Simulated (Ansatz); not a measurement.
GaB:

```
Ga B
1.0
     2.71824    0.00000    0.00000
     0.00000    2.71824    0.00000
     0.00000    0.00000    3.23621
Ga B
1 1
Direct
  0.50000 0.50000 0.50000
  0.00000 0.00000 0.00000
```

The cell was built by a generator and needn't be a form met in nature.

Base run:

| Property | Result |
| --- | --- |
| Program | Ansatz 0.2.0 |
| Functional | r2SCAN |
| Potentials or basis | Ansatz PAW |
| Cutoff | 500 eV (not typed: the program's choice for these potentials) |
| k mesh | 10 × 10 × 8 |
| Occupations | fermi-dirac, width 0.05 eV |
| Spin | no spin polarisation |

Its results: band gap on the k mesh none (metal or under the smearing width); pressure -2.9 GPa.

After a change of settings the same cell gave: band gap on the k mesh none (metal or under the smearing width); pressure 1.8 GPa. Which change was it?
A. functional from r2SCAN to PBEsol; cutoff from 500 eV (not typed: the program's choice for these potentials) to 420 eV (not typed: the program's choice for these potentials)
B. functional from r2SCAN to revPBE; cutoff from 500 eV (not typed: the program's choice for these potentials) to 420 eV (not typed: the program's choice for these potentials)
C. k mesh from 10 × 10 × 8 to 7 × 7 × 6
D. functional from r2SCAN to BLYP; cutoff from 500 eV (not typed: the program's choice for these potentials) to 420 eV (not typed: the program's choice for these potentials)

B.

Caveats: the PAW data sets come from PBE, with cores solved anew for the run's functional, which leaves a small shift of forces and pressure.

Runs at the PBE level aren't shown here.
